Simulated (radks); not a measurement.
# Nd⁴⁺ in [Xe] 4f2: an all-electron calculation

Aim: the levels, the sizes of the orbitals and the parts of the energy of the neodymium ion Nd4+.

Method: non-relativistic Kohn-Sham, r2SCAN, spin-polarised, spherical densities, point nucleus; open shells are filled with parallel spins first. Code: radks (a radial shooting solver on a logarithmic mesh, Libxc functionals) version 1.

**1. The system**

```
element       : neodymium (Z = 60)
charge        : +4
electrons     : 56
configuration : [Xe] 4f2
```

The outer shells:

Nd⁴⁺
```
[Xe] core
4f [↑ ][↑ ][  ][  ][  ][  ][  ]
```

**2. Self-consistent calculation**

Input:

```text
Z 60
configuration [Xe] 4f2
relativity non-relativistic
functional r2scan,r2scan
spin polarised
nucleus point
```

What does the calculation give?

The runs gave:

```
                        quantity                     value
                    total energy        -9283.8092 hartree
exchange-correlation share of it                    2.30 %
                            −T/E                    0.9997
          highest occupied level         4f up, -54.609 eV
    most extended occupied level  5p down, <r> = 1.61 bohr
 radius at density 0.001 e/bohr³                 3.25 bohr
    maxima of the radial density                         4
         ionisation energy, NIST       60.0 (semi-emp.) eV
```

**Reading.** The radial density shows 4 maxima for 5 occupied principal shells; where shells overlap, one shows as a shoulder or not at all. The ratio −T/E is 0.9997; for a non-relativistic Coulomb system it is 1 up to the kinetic part of correlation. Minus the highest eigenvalue, 54.609 eV, is 91 % of the tabulated ionisation energy (60.0 eV). Relativity is left out here, which matters for elements this heavy. Open shells are spherical and high-spin; term and fine-structure splittings are not resolved.
